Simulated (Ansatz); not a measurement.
# SiC: how the settings move a relaxation

Question: which choices in the input matter for SiC?

Computed with Ansatz 0.2.0 (reference: DFT, r2SCAN, PAW with Ansatz's default frozen-core files, scalar-relativistic; relaxation of cell and atoms, unless a step's input says otherwise).

## Step 1: The starting structure

The structure is cubic, space group F-43m (No. 216). Conventional cell: a = 4.358 Å, b = 4.358 Å, c = 4.358 Å, α = 90.00°, β = 90.00°, γ = 90.00°. Si (site symmetry -43m) is surrounded by 4 C at 1.89 Å. C (site symmetry -43m) has 4 Si at 1.89 Å as nearest neighbours.

As a file:

```cif
data_structure
_symmetry_space_group_name_H-M 'P 1'
_symmetry_Int_Tables_number 1
_cell_length_a 3.0816
_cell_length_b 3.0816
_cell_length_c 3.0816
_cell_angle_alpha 60.000
_cell_angle_beta 60.000
_cell_angle_gamma 60.000
_cell_volume 20.69
loop_
_atom_site_label
_atom_site_type_symbol
_atom_site_fract_x
_atom_site_fract_y
_atom_site_fract_z
_atom_site_occupancy
Si1 Si 0.00000 0.00000 0.00000 1
C1 C 0.75000 0.75000 0.75000 1
```

## Step 2: Baseline

input.yaml reads:

```yaml
crystal:
  lattice:
    - [0.0, 2.179, 2.179]
    - [2.179, 0.0, 2.179]
    - [2.179, 2.179, 0.0]
  atoms:
    - { symbol: Si, position: [0.0, 0.0, 0.0] }
    - { symbol: C, position: [0.75, 0.75, 0.75] }
kpoints:
  mp_grid: { grid: [12, 12, 12] }
scf:
  occupations: { method: fermi_dirac, width: 0.1 }
hamiltonian:
  xc: r2scan
  pseudopotentials: { kind: paw }
relax:
  f_tol: 0.002
  max_steps: 80
  cell: {}
output:
  forces: true
  stress: true
```

Started as:

```console
$ ansatz run input.yaml --threads 1 --pin off --max-ram 3072MiB --backend cpu --events-out ev --progress --plain --runs-dir out
```

## Step 3: The same system, input altered

input.yaml: that of step 2 with these lines changed.

```diff
@@ -9,5 +9,5 @@
 kpoints:
-  mp_grid: { grid: [12, 12, 12] }
+  mp_grid: { grid: [4, 4, 4] }
 scf:
-  occupations: { method: fermi_dirac, width: 0.1 }
+  occupations: { method: fixed }
 hamiltonian:
```

(Steps that only read results are left out.)

Q: Predict the outcome of this session. Wanted: for each run, ending; energy change; pressure; gap; force.

The runs gave:

| run | ending | energy change | pressure (GPa) | gap (eV) | force (eV/Å) | cycles | time |
| --- | --- | --- | --- | --- | --- | --- | --- |
| reference | converged | 0 | 0.0 | 1.71 | 0.00 | 16 | 13 s |
| 1: mp_grid.grid [4, 4, 4], occupations.method fixed | converged | +60.4 meV/atom (σ→0) | 0.0 | 1.67 | 0.00 | 12 | 3.1 s |

**Reading.** Changing the k-point mesh and smearing moves the energy by +60.4 meV/atom (σ→0 values), and the gap on the mesh goes from 1.71 to 1.67 eV. More than one kind of setting changed, and this run alone doesn't tell their shares apart. A gap read on a mesh depends on which points the mesh holds, and a coarse mesh shifts the density too. Cost: 12 SCF cycles against 16, 3.1 s against 13 s.
